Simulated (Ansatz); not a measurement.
Set up this calculation in Ansatz 0.2.0, as the native input.

```yaml
Task: band structure
Functional: PBEsol
Potentials_or_basis: all-electron LAPW, non-relativistic
Cutoff: 160 eV (chosen from the basis error)
Basis_error_allowed: 0.002 eV/atom
k_mesh: 8 × 8 × 8
Occupations: fermi-dirac, width 0.05 eV
Spin: no spin polarisation
```

The system is Sn3Te.

```
CELL_PARAMETERS angstrom
-2.30090 2.30090 5.51649
2.30090 -2.30090 5.51649
2.30090 2.30090 -5.51649
ATOMIC_POSITIONS crystal
Te 0.00000 0.00000 0.00000
Sn 0.50000 0.50000 0.00000
Sn 0.25000 0.75000 0.50000
Sn 0.75000 0.25000 0.50000
```

The cell comes from a database or a generator and needn't be the stable form of this composition.

These files were run (other wordings do the same):

input.yaml

```yaml
crystal:
  lattice:
    - [-2.300904, 2.300904, 5.516494]
    - [2.300904, -2.300904, 5.516494]
    - [2.300904, 2.300904, -5.516494]
  atoms:
    - { symbol: Te, position: [0.0, 0.0, 0.0] }
    - { symbol: Sn, position: [0.5, 0.5, 0.0] }
    - { symbol: Sn, position: [0.25, 0.75, 0.5] }
    - { symbol: Sn, position: [0.75, 0.25, 0.5] }
kpoints:
  mp_grid: { grid: [8, 8, 8] }
  band_path:
    path:
      - [0.0, 0.0, 0.0]
      - [0.5, -0.5, 0.0]
      - [0.5, -0.5, 0.0869842658]
      - [0.2934921329, -0.2934921329, 0.2934921329]
      - [0.0, 0.0, 0.0]
      - [0.5, 0.5, -0.5]
      - [0.7065078671, 0.2934921329, -0.2934921329]
      - [0.5, 0.0, 0.0]
    npoints: 12
scf:
  occupations: { method: fermi_dirac, width: 0.05 }
hamiltonian:
  xc: pbesol
  pseudopotentials:
    kind: all_electron
    lapw: { basis_error: 0.002 }
    relativity: none
output:
  forces: true
  stress: true
  eigenvalues: true
```

Potentials or basis: all-electron LAPW, non-relativistic.

Run with:

```bash
$ ansatz run input.yaml --threads 2 --pin off --max-ram 8192MiB --backend cpu --events-out ev --progress --plain --runs-dir out
```

It gave:

```yaml
Pressure: -2.8 GPa
Band_gap_along_the_path: none (metal or under the smearing width)
```

Caveat: relativity is left out, which matters for the heavier elements; spin-orbit coupling is left out, which moves the levels of the heavy elements.

Wall time 34 s on 2 threads of Arm Neoverse V2 (shared host), peak memory 0.56 GiB.
